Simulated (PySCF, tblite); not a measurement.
# C₂H₁₂BNSi₂: dynamics, then NMR shifts on frames

How do NMR shifts of C₂H₁₂BNSi₂ (`CB(C)N([SiH3])[SiH3]`) change as the atoms move?

Programs: tblite 0.8.0 and PySCF 2.14.0, with density-fitted response routines of our own. Each step states its level of theory. These are calculated values for one molecule in the gas phase, unless marked as measured. Atoms count from 0, in the outputs and in this text.

### 1 The starting structure

18 atoms, charge 0, multiplicity 1; geometry from: GFN2-xTB.

Bonds of the start (Å): C0–B1 1.59, B1–C2 1.59, B1–N3 1.42, N3–Si4 1.76, N3–Si5 1.76, C0–H6 1.09, C0–H7 1.09, C0–H8 1.09, C2–H9 1.09, C2–H10 1.09, C2–H11 1.09, Si4–H12 1.46, Si4–H13 1.46, Si4–H14 1.47, Si5–H15 1.46, Si5–H16 1.47, Si5–H17 1.46.

### 2 Thermal motion with GFN2-xTB

Job settings and geometry (Å):

```
{"job": {"kind": "md", "xc": "GFN2-xTB", "basis": "xTB", "temperature": 600, "steps": 2000, "every": 50, "frames": 5}, "charge": 0, "multiplicity": 1}
C     -1.503095    -1.382730    -0.421017
B     -0.756969    -0.025521    -0.070960
C     -1.639825     1.276931     0.141382
N      0.658461     0.021945     0.053467
Si     1.498319     1.561429     0.165217
Si     1.604755    -1.457790     0.106644
H     -2.453432    -1.211588    -0.923769
H     -0.912736    -2.051118    -1.044106
H     -1.730491    -1.926341     0.496232
H     -2.663722     1.038237     0.423436
H     -1.235825     1.951451     0.893441
H     -1.696179     1.842638    -0.788429
H      2.899210     1.332336    -0.190715
H      0.911608     2.498958    -0.793029
H      1.400451     2.068881     1.538033
H      2.902265    -1.131562     0.697734
H      1.784605    -1.968470    -1.256650
H      0.923841    -2.431366     0.961430
```

With the program's defaults for keys left out, this is: GFN2-xTB Langevin dynamics, gas phase.

Run with:

```
$ OMP_NUM_THREADS=1 python probes_run.py task.json out
```

One launch serves the whole session: the jobs run in the order shown.

The program printed:

```text
t/fs     T/K      E/eV
    0.0   508.9   -492.20403
   25.0   344.1   -491.39937
   50.0   405.8   -491.46650
   75.0   512.1   -491.48719
  100.0   517.2   -491.45822
  125.0   500.6   -491.42331
  150.0   377.6   -491.27372
  175.0   541.5   -491.41766
  200.0   426.8   -490.91902
  225.0   464.3   -491.14293
  250.0   542.8   -491.20541
  275.0   477.2   -490.93433
  300.0   602.7   -491.08373
  325.0   596.6   -491.19198
  350.0   601.6   -491.00247
  375.0   599.5   -491.24777
  400.0   596.3   -491.24591
  425.0   420.7   -490.97620
  450.0   417.2   -490.93430
  475.0   539.1   -490.87418
  500.0   696.1   -491.14014
  525.0   571.6   -490.94063
  550.0   553.3   -491.08960
  575.0   440.3   -490.87684
  600.0   517.9   -491.41240
  625.0   498.8   -491.34218
  650.0   459.1   -491.35519
  675.0   405.6   -491.33461
  700.0   548.0   -491.35174
  725.0   551.8   -491.29546
  750.0   495.8   -491.04478
  775.0   527.4   -490.97929
  800.0   510.3   -490.58768
  825.0   594.8   -491.03104
  850.0   620.1   -490.95781
  875.0   391.5   -490.47965
  900.0   657.3   -490.96271
  925.0   691.9   -490.94541
  950.0   612.2   -491.02140
  975.0   656.7   -490.80156
 1000.0   760.5   -491.10256
```

It took 15 s on 1 thread, shared host.

Distance from the start (root mean square after alignment): 0 fs 0.00 Å, 200 fs 1.17 Å, 400 fs 1.19 Å, 600 fs 1.21 Å, 800 fs 1.44 Å, 1000 fs 1.49 Å.

Positions (Å) and forces (eV/Å) at 1000 fs:

```xyz
18

C    -0.237   -2.350    0.151    3.350    0.725    1.615
B     0.244   -0.826    0.176   -0.708    0.551    1.300
C    -0.899    0.289    0.157   -1.594   -0.696    0.254
N     1.570   -0.349    0.271    0.650   -0.416   -0.074
Si    1.935    1.322   -0.016   -0.550    0.989    1.818
Si    3.108   -1.181    0.376   -0.860   -0.823   -1.602
H    -1.217   -2.527    0.359   -2.624   -0.183    0.537
H    -0.100   -2.365   -0.901    0.418   -1.519   -0.958
H     0.354   -3.052    0.861   -0.519    0.869   -1.903
H    -1.138    0.720    1.147    0.590   -0.183   -0.305
H    -0.697    1.114   -0.505   -0.095    0.134   -0.168
H    -1.896   -0.157   -0.119    0.847    0.364   -0.121
H     1.346    1.657   -1.220   -0.363    0.404   -2.269
H     1.102    2.263    0.812    0.557   -0.420    0.243
H     3.341    1.571    0.163    0.300    0.119   -0.009
H     2.908   -2.596    0.380   -0.253   -0.705    0.212
H     3.854   -0.738    1.461    0.836    0.604    1.443
H     3.863   -0.985   -0.873    0.018    0.188   -0.012
```

### 3 NMR shieldings: 250 fs, PBE0/pcSseg-1

Job settings and geometry (Å):

```
{"job": {"kind": "nmr", "xc": "PBE0", "basis": "pcSseg-1", "pop": false}, "charge": 0, "multiplicity": 1}
C     -0.929300    -1.902600     0.758200
B     -0.562100    -0.468300     0.367500
C     -1.695800     0.661200     0.507400
N      0.762500    -0.174400     0.121300
Si     1.262600     1.053800    -1.048200
Si     1.976600    -1.377400     0.497600
H     -1.961200    -2.357800     0.469800
H     -0.321400    -2.768700     0.603200
H     -1.028700    -1.940500     1.885100
H     -2.608300     0.285600     0.964000
H     -1.332800     1.455400     1.046900
H     -2.014200     1.110500    -0.461500
H      0.134900     1.961200    -1.099300
H      2.402000     1.859100    -0.472100
H      1.500800     0.422200    -2.287900
H      3.060400    -0.539100     0.944700
H      2.338400    -2.205300    -0.508400
H      1.297100    -1.957500     1.653500
```

With the program's defaults for keys left out, this is: GIAO PBE0/pcSseg-1 NMR shielding, non-relativistic, gas phase.

The program printed:

```text
coarse grid: 15008 points
cycle   1  E = -741.4432128718  dE =  4.274e-01  |g| = 6.019e-01  |ddm| = 3.639e+00
cycle   2  E = -741.3620651236  dE =  8.115e-02  |g| = 8.322e-01  |ddm| = 1.376e+00
cycle   3  E = -741.5300150092  dE = -1.679e-01  |g| = 1.071e-01  |ddm| = 9.193e-01
cycle   4  E = -741.5323822965  dE = -2.367e-03  |g| = 3.220e-02  |ddm| = 1.052e-01
cycle   5  E = -741.5326221860  dE = -2.399e-04  |g| = 6.901e-03  |ddm| = 3.054e-02
cycle   6  E = -741.5326344311  dE = -1.225e-05  |g| = 1.309e-03  |ddm| = 8.479e-03
cycle   7  E = -741.5326348408  dE = -4.097e-07  |g| = 2.834e-04  |ddm| = 1.345e-03
final grid: 132936 points
cycle   8  E = -741.5608842845  dE = -3.404e-05  |g| = 7.624e-03  |ddm| = 2.824e-02
cycle   9  E = -741.5608754490  dE =  8.835e-06  |g| = 9.795e-03  |ddm| = 1.495e-02
cycle  10  E = -741.5608981277  dE = -2.268e-05  |g| = 1.195e-03  |ddm| = 8.948e-03
cycle  11  E = -741.5608984351  dE = -3.074e-07  |g| = 1.997e-04  |ddm| = 1.060e-03
cycle  12  E = -741.5608984432  dE = -8.164e-09  |g| = 5.584e-05  |ddm| = 1.985e-04
cycle  13  E = -741.5608984440  dE = -7.662e-10  |g| = 1.443e-05  |ddm| = 7.277e-05
converged SCF energy = -741.5608984440

GIAO shielding tensors (ppm)
atom      isotropic    diamagn.    paramagn.     s11        s22        s33       span
  0 C      169.536     250.559     -81.024    161.610    169.924    177.073     15.463
  1 B       47.749     188.335    -140.587     11.218     22.837    109.191     97.973
  2 C      179.970     253.066     -73.096    171.751    175.678    192.481     20.730
  3 N      179.647     328.004    -148.357     79.986    182.829    276.127    196.141
  4 Si     402.238     881.207    -478.970    364.060    375.840    466.813    102.753
  5 Si     401.725     881.597    -479.872    363.094    384.323    457.757     94.664
  6 H       29.168      28.535       0.633     25.008     27.664     34.833      9.825
  7 H       31.341      33.041      -1.700     26.004     31.510     36.510     10.506
  8 H       30.070      29.595       0.474     26.887     28.108     35.214      8.326
  9 H       31.196      31.200      -0.004     26.862     30.293     36.433      9.571
 10 H       32.965      34.143      -1.177     28.708     31.787     38.402      9.694
 11 H       30.424      30.970      -0.546     25.761     29.626     35.886     10.125
 12 H       26.765      31.427      -4.662     22.261     27.912     30.123      7.862
 13 H       26.329      29.325      -2.996     23.284     24.538     31.166      7.882
 14 H       27.745      30.577      -2.833     24.004     25.688     33.542      9.538
 15 H       27.477      30.203      -2.726     23.822     26.199     32.409      8.587
 16 H       28.439      31.908      -3.470     25.086     25.864     34.366      9.280
 17 H       26.322      30.938      -4.616     21.690     27.990     29.287      7.597
```

Run time: 29 s. Hardware: 1 thread, shared host.

Shifts follow as δ = σ(reference) − σ, with reference shieldings (ppm) from runs at the same level and on the same kind of geometry: ¹H TMS 31.72, ¹³C TMS 186.9, ²⁹Si TMS 349.2, ¹⁵N NH3 267.7, ¹¹B BF3·OEt2 100.1. The references are single molecules in the gas phase, so shifts against H2O, NH3, PH3, H3PO4 or CFCl3 are not on the usual liquid scales and can be off by tens of ppm. Each atom is listed at this fixed geometry, with no averaging over motion; a spectrum would average atoms that exchange fast.

```tsv
atoms	environment	σ (ppm)	δ (ppm)
C0	methyl carbon bonded to B	169.5	17.4
C2	methyl carbon bonded to B	180.0	7.0
H17	hydrogen on a silicon bonded to N	26.32	5.39
H13	hydrogen on a silicon bonded to N	26.33	5.39
H12	hydrogen on a silicon bonded to N	26.77	4.95
H15	hydrogen on a silicon bonded to N	27.48	4.24
H14	hydrogen on a silicon bonded to N	27.74	3.97
H16	hydrogen on a silicon bonded to N	28.44	3.28
H6	hydrogen on a methyl carbon bonded to B	29.17	2.55
H8	hydrogen on a methyl carbon bonded to B	30.07	1.65
H11	hydrogen on a methyl carbon bonded to B	30.42	1.29
H9	hydrogen on a methyl carbon bonded to B	31.20	0.52
H7	hydrogen on a methyl carbon bonded to B	31.34	0.38
H10	hydrogen on a methyl carbon bonded to B	32.97	-1.25
B1	boron bonded to 2 C, N	47.7	52.3
N3	nitrogen bonded to B, 2 Si	179.6	88.1
Si5	silicon bonded to N, 3 H	401.7	-52.6
Si4	silicon bonded to N, 3 H	402.2	-53.1
```

### 4 NMR shieldings: 425 fs, PBE0/pcSseg-1

Job settings and geometry (Å):

```
{"job": {"kind": "nmr", "xc": "PBE0", "basis": "pcSseg-1", "pop": false}, "charge": 0, "multiplicity": 1}
C      0.264400    -2.541900     0.981300
B      0.287800    -1.116500     0.442000
C     -0.957500    -0.110000     0.863200
N      1.454100    -0.424000    -0.116200
Si     1.631300     1.237900    -0.855700
Si     2.941000    -1.287800     0.252700
H      0.705000    -3.268100     0.342100
H      0.954900    -2.210700     1.796100
H     -0.667500    -2.924100     1.302500
H     -1.306700    -0.488700     1.860200
H     -0.660900     0.921000     1.006100
H     -1.581700    -0.134300    -0.014700
H      0.569500     1.491000    -1.798500
H      1.453100     2.270900     0.165200
H      2.923100     1.380500    -1.438500
H      3.918800    -0.379600    -0.379200
H      2.767600    -2.666000     0.139900
H      3.280900    -1.017600     1.689200
```

With the program's defaults for keys left out, this is: GIAO PBE0/pcSseg-1 NMR shielding, non-relativistic, gas phase.

The program printed:

```text
coarse grid: 15008 points
cycle   1  E = -741.4496668026  dE =  2.592e-01  |g| = 5.594e-01  |ddm| = 3.643e+00
cycle   2  E = -741.3936683264  dE =  5.600e-02  |g| = 7.406e-01  |ddm| = 1.168e+00
cycle   3  E = -741.5234512148  dE = -1.298e-01  |g| = 1.220e-01  |ddm| = 7.477e-01
cycle   4  E = -741.5266296531  dE = -3.178e-03  |g| = 2.847e-02  |ddm| = 1.126e-01
cycle   5  E = -741.5268241664  dE = -1.945e-04  |g| = 5.722e-03  |ddm| = 2.971e-02
cycle   6  E = -741.5268326450  dE = -8.479e-06  |g| = 1.414e-03  |ddm| = 7.894e-03
final grid: 132936 points
cycle   7  E = -741.5558178333  dE = -2.883e-05  |g| = 7.550e-03  |ddm| = 2.470e-02
cycle   8  E = -741.5558086396  dE =  9.194e-06  |g| = 9.824e-03  |ddm| = 1.560e-02
cycle   9  E = -741.5558316735  dE = -2.303e-05  |g| = 1.409e-03  |ddm| = 9.074e-03
cycle  10  E = -741.5558321027  dE = -4.293e-07  |g| = 1.910e-04  |ddm| = 1.122e-03
cycle  11  E = -741.5558321109  dE = -8.215e-09  |g| = 3.767e-05  |ddm| = 2.159e-04
cycle  12  E = -741.5558321112  dE = -3.054e-10  |g| = 9.729e-06  |ddm| = 5.297e-05
converged SCF energy = -741.5558321112

GIAO shielding tensors (ppm)
atom      isotropic    diamagn.    paramagn.     s11        s22        s33       span
  0 C      172.834     259.078     -86.244    156.373    175.183    186.947     30.575
  1 B       40.204     195.550    -155.346     -8.589     23.168    106.034    114.623
  2 C      169.506     256.671     -87.165    155.689    168.581    184.249     28.561
  3 N      186.368     328.614    -142.245     87.067    220.483    251.554    164.487
  4 Si     393.167     880.882    -487.716    331.100    373.091    475.310    144.210
  5 Si     400.175     879.588    -479.413    344.638    363.742    492.145    147.507
  6 H       30.995      32.901      -1.906     25.821     30.669     36.495     10.674
  7 H       30.985      30.677       0.308     26.889     31.726     34.341      7.452
  8 H       30.825      33.096      -2.270     26.737     29.823     35.915      9.178
  9 H       30.105      32.313      -2.208     26.012     29.643     34.660      8.649
 10 H       31.241      35.544      -4.303     26.711     31.316     35.697      8.986
 11 H       31.086      33.601      -2.515     27.851     29.533     35.875      8.024
 12 H       27.129      31.455      -4.326     23.579     25.531     32.278      8.699
 13 H       26.787      31.010      -4.223     23.448     25.117     31.796      8.348
 14 H       27.285      31.245      -3.959     23.686     26.567     31.603      7.918
 15 H       26.348      28.857      -2.509     22.395     26.268     30.380      7.985
 16 H       27.015      30.062      -3.047     22.466     26.938     31.641      9.175
 17 H       26.781      28.844      -2.063     23.603     24.973     31.766      8.163
```

Run time: 26 s. Hardware: 1 thread, shared host.

In short: δ C2 17.4, C0 14.1, B1 59.9, N3 81.4, H15 5.37, H17 4.94 ppm.

[end of part 1 of 2]
